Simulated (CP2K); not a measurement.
Runs of CP2K 2026.2 on Ta3Cu. It takes space group I4/mmm (No. 139, tetragonal). The conventional cell has a = 4.013 Å, b = 4.013 Å, c = 8.416 Å, α = 90.00°, β = 90.00°, γ = 90.00°. Ta (site symmetry 4/mmm) has 4 Cu at 2.84 Å and 8 Ta at 2.91 Å as nearest neighbours. Around Ta (site symmetry -4m2) lie 8 Ta at 2.84 to 2.91 Å and 4 Cu at 2.91 Å. Cu (site symmetry 4/mmm) has 12 Ta at 2.84 to 2.91 Å as nearest neighbours. The cell comes from a database or a generator and needn't be the stable form of this composition.

```tsv
task	level	potentials or basis	smearing	EPS_DEFAULT	NGRIDS	points a segment of the path (NPOINTS)	bands added on the path	MPI ranks	gap on the mesh (eV)	pressure (GPa)
band structure	LDA	GTH_POTENTIALS Ta GTH-PADE-q13, Cu GTH-PADE-q11; TZVP-MOLOPT-PBE-GTH basis	fermi-dirac 0.05 eV	1.0E-9	5	10	2	3	none	-14.0
single point	PBE	POTENTIAL_UZH Ta GTH-PBE-q13, Cu GTH-PBE-q11; TZVP-MOLOPT-PBE-GTH basis	fermi-dirac 0.05 eV	1.0E-10	5	-	-	3	none	0.0
band structure	r2SCAN	POTENTIAL_UZH Ta GTH-SCAN-q13, Cu GTH-SCAN-q11; TZVP-MOLOPT-SCAN-GTH basis	fermi-dirac 0.1 eV	1.0E-10	4	6	4	3	none	-6.0
band structure	PBEsol	POTENTIAL_UZH Ta GTH-PBE-q13, Cu GTH-PBE-q11; TZVP-MOLOPT-PBE-GTH basis	fermi-dirac 0.1 eV	1.0E-9	4	8	4	3	none	-5.6
single point	PBE	POTENTIAL_UZH Ta GTH-PBE-q13, Cu GTH-PBE-q11; TZVP-MOLOPT-PBE-GTH basis	gaussian 0.02 eV	1.0E-10	4	-	-	-	none	(a)
single point	PBE	POTENTIAL_UZH Ta GTH-PBE-q13, Cu GTH-PBE-q11; TZVP-MOLOPT-PBE-GTH basis	gaussian 0.1 eV	1.0E-10	4	-	-	-	none	0.0
```

Alike in all rows: no spin polarisation; cell as given; k mesh 9 × 9 × 9.

Task: Estimate the missing entries.

Result: (a) 0.1.

Caveats: the basis of atomic orbitals isn't converged, which shifts pressures, moduli and gaps; the potentials were made for another functional, which shifts forces and pressure (some runs).

A k mesh can miss the band edges, and the runs leave out spin-orbit coupling on Ta.

A gap of «none» marks a metal or a gap under the smearing width.

Not every run made on this cell is shown here.
